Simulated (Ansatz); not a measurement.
Runs of Ansatz 0.2.0 on NiMoIrPdW. It takes space group P3m1 (No. 156, trigonal). The conventional cell has a = 4.117 Å, b = 4.117 Å, c = 5.446 Å, α = 90.00°, β = 90.00°, γ = 120.00°. Around Ni (site symmetry 3m) lie 3 Mo at 2.38 Å and 3 Ir at 2.69 Å. Mo (site symmetry 3m) is surrounded by 3 Ni at 2.38 Å and 3 Ir at 2.70 Å and 2 Pd at 2.72 to 2.73 Å. Around Pd (site symmetry 3m) lie 3 W at 2.68 Å and 2 Mo at 2.72 to 2.73 Å and 3 Ir at 2.77 Å. Ir (site symmetry 3m) has 2 W at 2.66 to 2.78 Å and 3 Ni at 2.69 Å and 3 Mo at 2.70 Å and 3 Pd at 2.77 Å as nearest neighbours. Around W (site symmetry 3m) lie 2 Ir at 2.66 to 2.78 Å and 3 Pd at 2.68 Å and 3 Mo at 2.81 Å and 3 Ni at 2.82 Å. The cell was built by a generator and needn't be a form met in nature.

```tsv
task	level	cell	k mesh	points for each segment of the path	gap on the mesh (eV)	pressure (GPa)	moment (μB)	relaxed volume (Å³/atom)	largest force (eV/Å)
relaxation of cell and atoms	revPBE	relaxed	6 × 6 × 4	-	none	0.0	0.00	16.18	-
relaxation of cell and atoms	PBEsol+D3(BJ)	relaxed	6 × 6 × 4	-	none	0.0	0.00	15.05	-
band structure	PBEsol	as given	8 × 8 × 5	14	none	(a)	0.00	-	0.10
band structure	LDA	as given	8 × 8 × 5	14	none	(b)	0.00	-	0.16
relaxation of cell and atoms	LDA	relaxed	6 × 6 × 4	-	none	0.0	0.00	15.11	-
band structure	revPBE	as given	8 × 8 × 5	14	none	2.6	0.00	-	0.06
relaxation of cell and atoms	PBEsol	relaxed	6 × 6 × 4	-	none	0.0	0.00	15.43	-
```

Alike in all rows: potentials or basis Ansatz PAW; spin collinear, ferromagnetic start; cutoff (eV) 420; smearing fermi-dirac 0.05 eV.

Task: Estimate the missing entries.

Result: (a) -8.1; (b) -12.9.

Caveats: the PAW data sets come from PBE, with cores solved anew for the run's functional, which leaves a small shift of forces and pressure; the starting moments weren't kept; the plane-wave basis is chosen anew once the cell has moved, so the energies of steps on either side of that aren't comparable (some runs); spin-orbit coupling is left out, which moves the levels of the heavy elements (some runs); pairwise dispersion overbinds metals, which lowers pressure and volume (some runs).

A k mesh can miss the band edges, and the runs leave out spin-orbit coupling on Ir, Mo, Pd, W.

A gap of «none» marks a metal or a gap under the smearing width.

Runs at the PBE level aren't shown here.
